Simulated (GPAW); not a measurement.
# NbSi (Pm-3m) in GPAW: settings compared, part 2 of 2

GPAW 26.7.0. The steps go on from the part before.

**4. Band structure, AM05**

run.py

```python
from ase.dft.bandgap import bandgap
from ase.io import read, write
from ase.units import GPa
from gpaw import GPAW, PW, setup_paths

setup_paths.insert(0, '.')

atoms = read('NbSi.xyz')

calc = GPAW(mode=PW(600),
            xc='AM05',
            kpts={'size': (8, 8, 8), 'gamma': True},
            occupations={'name': 'fermi-dirac', 'width': 0.05},
            nbands=19,
            convergence={'density': 1e-05, 'energy': 1e-05},
            maxiter=150,
            txt='gpaw.txt')
atoms.calc = calc
energy = atoms.get_potential_energy()
forces = atoms.get_forces()
stress = atoms.get_stress()
calc.write('gs.gpw')
write('result.traj', atoms)
print(f'Energy: {energy:.6f} eV')
print('Forces (eV/A):')
print(forces.round(4))
print('Stress (GPa):', (stress / GPa).round(3))
print('Fermi level:', round(calc.get_fermi_level(), 4), 'eV')
print(f'Gap: {bandgap(calc)[0]:.4f} eV, direct: {bandgap(calc, direct=True)[0]:.4f} eV')

path = atoms.cell.bandpath('GXMGRX,MR', npoints=80, eps=1e-4)
bs_calc = calc.fixed_density(kpts=path, symmetry='off', nbands=29,
                             convergence={'bands': 'CBM+6.0', 'eigenstates': 1e-6}, txt='bands.txt')
bs = bs_calc.band_structure()
bs.write('bs.json')
print(f'Gap on the path: {bandgap(bs_calc)[0]:.4f} eV')
```

NbSi.xyz

```xyz
2
Lattice="3.1564400000 0.0000000000 0.0000000000 0.0000000000 3.1564400000 0.0000000000 0.0000000000 0.0000000000 3.1564400000" Properties=species:S:1:pos:R:3 pbc="T T T"
Nb     0.0000000000      0.0000000000      0.0000000000
Si     1.5782200000      1.5782200000      1.5782200000
```

Potentials or basis: PAW data sets generated in the run's folder for this functional, pw.

Launch:

```
$ gpaw-setup -f AM05 Nb Si
$ OMP_NUM_THREADS=1 python run.py
```

gpaw.txt:

```text
__  _  _
 | _ |_)|_||  |
 |__||  | ||/\| - 26.7.0

Input parameters:
  mode=PW(ecut=600.0),
  convergence={'density': 1e-05, 'energy': 1e-05},
  kpts=MonkhorstPack(size=(8, 8, 8), gamma=True),
  maxiter=150,
  nbands=19,
  occupations=Occupations(name='fermi-dirac', width=0.05),
  xc=XC(name='AM05')

Diagonalizing LCAO Hamiltonian
Converting LCAO to pw mode
   .-------.
  /|       |
 * |       |
 | |  Si   |
 | .-------.
 |/       /
 Nb------*

Atoms  # Å, Bohr magnetons
|   | symbol |        x |        y |        z |    initial magnetic moments |
|---|--------|----------|----------|----------|-----------------------------|
| 0 |     Nb | 0.000000 | 0.000000 | 0.000000 | ( 0.0000,  0.0000,  0.0000) |
| 1 |     Si | 1.578220 | 1.578220 | 1.578220 | ( 0.0000,  0.0000,  0.0000) |

Unit cell  # Å
| periodic |        x |        y |        z |  lengths |    angles |
|----------|----------|----------|----------|----------|-----------|
|      yes | 3.156440 | 0.000000 | 0.000000 | 3.156440 | 90.000000 |
|      yes | 0.000000 | 3.156440 | 0.000000 | 3.156440 | 90.000000 |
|      yes | 0.000000 | 0.000000 | 3.156440 | 3.156440 | 90.000000 |

Number of symmetries: 48
Symmetry operations  # r_c * U_cc + t_c -> r_c
|    | kind |            matrix            |
|----|------|------------------------------|
|  0 |  E   |  1, 0, 0,  0, 1, 0,  0, 0, 1 |
|  1 |  σ   |  1, 0, 0,  0, 1, 0,  0, 0,-1 |
|  2 |  σ   |  1, 0, 0,  0, 0, 1,  0, 1, 0 |
|  3 |  C4  |  1, 0, 0,  0, 0, 1,  0,-1, 0 |
|  4 |  C4  |  1, 0, 0,  0, 0,-1,  0, 1, 0 |
|  5 |  σ   |  1, 0, 0,  0, 0,-1,  0,-1, 0 |
|  6 |  σ   |  1, 0, 0,  0,-1, 0,  0, 0, 1 |
|  7 |  C2  |  1, 0, 0,  0,-1, 0,  0, 0,-1 |
|  8 |  σ   |  0, 1, 0,  1, 0, 0,  0, 0, 1 |
|  9 |  C2  |  0, 1, 0,  1, 0, 0,  0, 0,-1 |
| 10 |  C3  |  0, 1, 0,  0, 0, 1,  1, 0, 0 |
| 11 |  S6  |  0, 1, 0,  0, 0, 1, -1, 0, 0 |
| 12 |  S6  |  0, 1, 0,  0, 0,-1,  1, 0, 0 |
| 13 |  C3  |  0, 1, 0,  0, 0,-1, -1, 0, 0 |
| 14 |  C4  |  0, 1, 0, -1, 0, 0,  0, 0, 1 |
| 15 |  S4  |  0, 1, 0, -1, 0, 0,  0, 0,-1 |
| 16 |  C3  |  0, 0, 1,  1, 0, 0,  0, 1, 0 |
| 17 |  S6  |  0, 0, 1,  1, 0, 0,  0,-1, 0 |
| 18 |  σ   |  0, 0, 1,  0, 1, 0,  1, 0, 0 |
| 19 |  C4  |  0, 0, 1,  0, 1, 0, -1, 0, 0 |
| 20 |  C2  |  0, 0, 1,  0,-1, 0,  1, 0, 0 |
| 21 |  S4  |  0, 0, 1,  0,-1, 0, -1, 0, 0 |
| 22 |  S6  |  0, 0, 1, -1, 0, 0,  0, 1, 0 |
| 23 |  C3  |  0, 0, 1, -1, 0, 0,  0,-1, 0 |
| 24 |  S6  |  0, 0,-1,  1, 0, 0,  0, 1, 0 |
| 25 |  C3  |  0, 0,-1,  1, 0, 0,  0,-1, 0 |
| 26 |  C4  |  0, 0,-1,  0, 1, 0,  1, 0, 0 |
| 27 |  σ   |  0, 0,-1,  0, 1, 0, -1, 0, 0 |
| 28 |  S4  |  0, 0,-1,  0,-1, 0,  1, 0, 0 |
| 29 |  C2  |  0, 0,-1,  0,-1, 0, -1, 0, 0 |
[... 99 lines left out ...]
      rc: 0.33  # [Å]
      lmax: 2
    cutoffs:
      filter: 1.86  # [Å]
      core: 2.06  # [Å]
    projectors
    | kind |    occ | energy [eV] | rcut [Å] |
    |------|--------|-------------|----------|
    |   3s |  2.000 |     -10.727 |    1.058 |
    |   3p |  2.000 |      -4.032 |    1.058 |
    |    s |        |      16.485 |    1.058 |
    |    p |        |      23.180 |    1.058 |
    |    d |        |       0.000 |    1.058 |

    Using partial waves for Si as LCAO basis

Reference energy: -111662.475634  # eV

eigensolver:
  PPCG
  Converge bands: occupied
  niter=2

density mixing:
  MSR1-Mixer
  Pratt-step length: 0.05
  Maximum mixing coefficient: 0.75
  Old densities: 10
  SVD Regularization: 0.005
  Good broyden scale: 1.0
  Trust region scale: 1.0
  Backstep threshold: 4.0
  History deletion threshold: 6.0
  Fourier metric: weight=20.0, sigma=0.015

occupation numbers:
  Fermi-Dirac:
    width: 0.0500  # eV

poisson solver:
  ecut: 4800.0  # eV

xc functional:
  name: AM05 with 2 nearest neighbor stencil

convergence criteria:
[... 6 lines left out ...]
|iter     | |      energy | eigst |  dens |
|---------|-|-------------|-------|-------|
|iter:   1| |  -18.083148 | +0.18 |       |
|iter:   2| |  -17.774093 | -2.39 | -0.94 |
|iter:   3| |  -16.968154 | -1.28 | -1.00 |
|iter:   4| |  -16.952008 | -3.05 | -1.61 |
|iter:   5| |  -16.950445 | -3.26 | -1.90 |
|iter:   6| |  -16.950479 | -4.67 | -2.72 |
|iter:   7| |  -16.950478c| -6.20 | -3.46 |
|iter:   8| |  -16.950479c| -7.68c| -4.17 |
|iter:   9| |  -16.950479c| -8.81c| -5.46c|

Converged in 9 steps
Energy contributions relative to reference atoms: (reference = -111662.475634)

Energy contributions:
  Kinetic:           2.450814
  Coulomb:          -5.512157
  Zero:             -0.079094
  External:          0.000000
  Xc:              -13.800292
  Entropy:          -0.019500
  Spinorbit:         0.000000
  ----------------------------
  Free energy:     -16.960228
  Extrapolated:    -16.950479

dipole moment: (-11.553944, -11.553944, -11.553944)  # |e|*Ang

Fermi level: 10.789
Eigenvalues  # (at kpt = [0.000, 0.000, 0.000])
| band index |      eig [eV] | occ [0-2] |
|------------|---------------|-----------|
|          0 |       -43.704 |     2.000 |
|          1 |       -19.708 |     2.000 |
|          2 |       -19.708 |     2.000 |
|          3 |       -19.708 |     2.000 |
|          4 |        -0.257 |     2.000 |
|          5 |         8.140 |     2.000 |
|          6 |         8.140 |     2.000 |
|          7 |        13.063 |     0.000 |
|          8 |        13.063 |     0.000 |
|          9 |        13.063 |     0.000 |
|         10 |        13.285 |     0.000 |
|         11 |        13.285 |     0.000 |
|         12 |        13.285 |     0.000 |
|         13 |        20.268 |     0.000 |
|         14 |        20.879 |     0.000 |
|        ... |               |           |
|         18 |        28.769 |     0.000 |

No gap
No difference between direct/indirect transitions

Forces  # eV/Ang
|        x |        y |        z |
|----------|----------|----------|
| -0.00000 | -0.00000 | -0.00000 |  # Nb   0
|  0.00000 |  0.00000 |  0.00000 |  # Si   1

Stress tensor  # eV/Ang^3
|        x |        y |        z |
|----------|----------|----------|
| 0.038904 | 0.000000 | 0.000000 |
| 0.000000 | 0.038904 | 0.000000 |
| 0.000000 | 0.000000 | 0.038904 |

# Writing to gs.gpw (mode='')
```

Wall time 25 s (1 thread of Arm Neoverse V2, shared host); peak memory 0.22 GiB.

Results:

```yaml
Free_energy: -16.9602 eV
Pressure: -6.2 GPa
Band_gap_along_the_path: none (metal or under the smearing width)
```

Levels at the corners of the path, in eV from the Fermi level:
| point | band 4 | band 5 | band 6 | band 7 | band 8 | band 9 | band 10 | band 11 | band 12 | band 13 |
| --- | --- | --- | --- | --- | --- | --- | --- | --- | --- | --- |
| Γ | -30.50 | -11.05 | -2.65 | -2.65 | 2.27 | 2.27 | 2.27 | 2.50 | 2.50 | 2.50 |
| X | -30.46 | -7.96 | -6.30 | -1.49 | -1.06 | -1.06 | 2.75 | 4.23 | 5.37 | 8.80 |
| M | -30.42 | -7.95 | -2.91 | -2.91 | -2.19 | 0.32 | 0.32 | 4.20 | 4.62 | 4.76 |
| Γ | -30.50 | -11.05 | -2.65 | -2.65 | 2.27 | 2.27 | 2.27 | 2.50 | 2.50 | 2.50 |
| R | -30.80 | -5.09 | -5.09 | -5.09 | -3.81 | 3.81 | 3.81 | 3.81 | 4.35 | 4.35 |
| X | -30.46 | -7.96 | -6.30 | -1.49 | -1.06 | -1.06 | 2.75 | 4.23 | 5.37 | 8.80 |
| M | -30.42 | -7.95 | -2.91 | -2.91 | -2.19 | 0.32 | 0.32 | 4.20 | 4.62 | 4.76 |
| R | -30.80 | -5.09 | -5.09 | -5.09 | -3.81 | 3.81 | 3.81 | 3.81 | 4.35 | 4.35 |

**5. Band structure, vdW-DF-cx**

Edit run.py of step 4 so:

```diff
@@ -2,6 +2,3 @@
 from ase.io import read, write
-from ase.units import GPa
-from gpaw import GPAW, PW, setup_paths
-
-setup_paths.insert(0, '.')
+from gpaw import GPAW, PW
 
@@ -10,3 +7,3 @@
 calc = GPAW(mode=PW(600),
-            xc='AM05',
+            xc={'name': 'vdW-DF-cx', 'backend': 'libvdwxc'},
             kpts={'size': (8, 8, 8), 'gamma': True},
@@ -20,3 +17,2 @@
 forces = atoms.get_forces()
-stress = atoms.get_stress()
 calc.write('gs.gpw')
@@ -26,3 +22,2 @@
 print(forces.round(4))
-print('Stress (GPa):', (stress / GPa).round(3))
 print('Fermi level:', round(calc.get_fermi_level(), 4), 'eV')
```

NbSi.xyz is that of step 4.

Potentials or basis: GPAW PAW data sets (gpaw-data 1.2.1), pw.

Launch:

```
$ OMP_NUM_THREADS=1 python run.py
```

Run time: 23 s. Hardware: 1 thread of Arm Neoverse V2, shared host; peak memory 0.23 GiB.

It converged, with:

```
Free energy             : 27.4559 eV
Band gap along the path : none (metal or under the smearing width)
```

Levels at the corners of the path, in eV from the Fermi level:
```tsv
point	band 4	band 5	band 6	band 7	band 8	band 9	band 10	band 11	band 12	band 13
Γ	-30.60	-11.02	-2.62	-2.62	2.25	2.25	2.25	2.48	2.48	2.48
X	-30.56	-7.96	-6.25	-1.48	-1.06	-1.06	2.72	4.17	5.47	8.72
M	-30.52	-7.95	-2.87	-2.87	-2.15	0.33	0.33	4.14	4.58	4.71
Γ	-30.60	-11.02	-2.62	-2.62	2.25	2.25	2.25	2.48	2.48	2.48
R	-30.90	-5.05	-5.05	-5.05	-3.87	3.88	3.88	3.88	4.28	4.28
X	-30.56	-7.96	-6.25	-1.48	-1.06	-1.06	2.72	4.17	5.47	8.72
M	-30.52	-7.95	-2.87	-2.87	-2.15	0.33	0.33	4.14	4.58	4.71
R	-30.90	-5.05	-5.05	-5.05	-3.87	3.88	3.88	3.88	4.28	4.28
```

Caveat: the PAW data sets were made with another functional, which shifts forces and pressure a little.

**6. Overview**

```csv
level,potentials or basis,eigensolver,pressure (GPa)
TPSS,"GPAW PAW data sets (gpaw-data 1.2.1), pw",davidson,-3.0
revPBE,"the program's PAW data sets (release 1.2.1) made for this functional, pw",-,1.6
AM05,"PAW data sets generated in the run's folder for this functional, pw",-,-6.2
vdW-DF-cx,"GPAW PAW data sets (gpaw-data 1.2.1), pw",-,-
```

Alike in all rows: task band structure; no spin polarisation; cell as given; k mesh 8 × 8 × 8; cutoff (eV) 600; smearing fermi-dirac 0.05 eV.

Caveats: the PAW data sets were made with another functional, which shifts forces and pressure a little (some runs).

Absolute energies hang on the potentials; compare differences alone.
